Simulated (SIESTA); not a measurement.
Crystal: Ti3In3Rh2.

```
CELL_PARAMETERS angstrom
7.28148 0.00000 0.00000
-3.64074 6.30595 0.00000
0.00000 0.00000 3.07417
ATOMIC_POSITIONS crystal
In 0.00000 0.76327 0.00000
In 0.23673 0.23673 0.00000
In 0.76327 0.00000 0.00000
Rh 0.66667 0.33333 0.00000
Rh 0.33333 0.66667 0.00000
Ti 0.00000 0.41893 0.50000
Ti 0.58107 0.58107 0.50000
Ti 0.41893 0.00000 0.50000
```

The cell comes from a database or a generator and needn't be the stable form of this composition.

- Program: SIESTA 5.4.2
- Task: single point
- Functional: PBEsol
- Potentials or basis: PseudoDojo 0.4 standard (PBEsol files)
- Basis: DZP (energy shift 0.003 Ry; two zetas on semicore shells)
- Grid cutoff: 800 Ry
- Energy shift: 0.003 Ry
- k mesh: 4 × 4 × 9
- Occupations: fermi-dirac, width 0.05 eV
- Spin: no spin polarisation

On this cell: pressure -2.5 GPa; largest force 0.053 eV/Å; band gap on the k mesh none (metal or under the smearing width).

The same run follows on a disturbed copy (atoms moved at random, drawn with an rms of 0.05 Å):

```
In Rh Ti
1.0
     7.28148    0.00000    0.00000
    -3.64074    6.30595    0.00000
     0.00000    0.00000    3.07417
In Rh Ti
3 2 3
Direct
  0.99676 0.76039 0.01763
  0.24039 0.23898 0.99983
  0.76879 0.99989 0.98807
  0.66253 0.33398 0.00602
  0.33572 0.66856 0.00216
  0.00051 0.41034 0.50377
  0.57383 0.57337 0.50543
  0.42141 0.00518 0.51215
```

Question: What changes?

Answer: The energy (extrapolated to zero smearing) moves by +7.6 meV/atom; pressure -2.3 GPa; largest force 0.542 eV/Å; band gap on the k mesh none (metal or under the smearing width).

Forces on the atoms (eV/Å):
```
In   0.282 -0.104 -0.074
In  -0.263 -0.307  0.059
In  -0.337 -0.073  0.139
Rh   0.486 -0.130  0.011
Rh  -0.175 -0.021  0.063
Ti  -0.166  0.354  0.004
Ti   0.122  0.527 -0.042
Ti   0.051 -0.246 -0.165
```

Stress tensor (GPa, compression positive):
```
-1.83 -0.15  0.16
-0.15 -1.67 -0.12
 0.16 -0.12 -3.53
```

Caveats: the basis of atomic orbitals isn't converged, which shifts pressures, moduli and gaps.
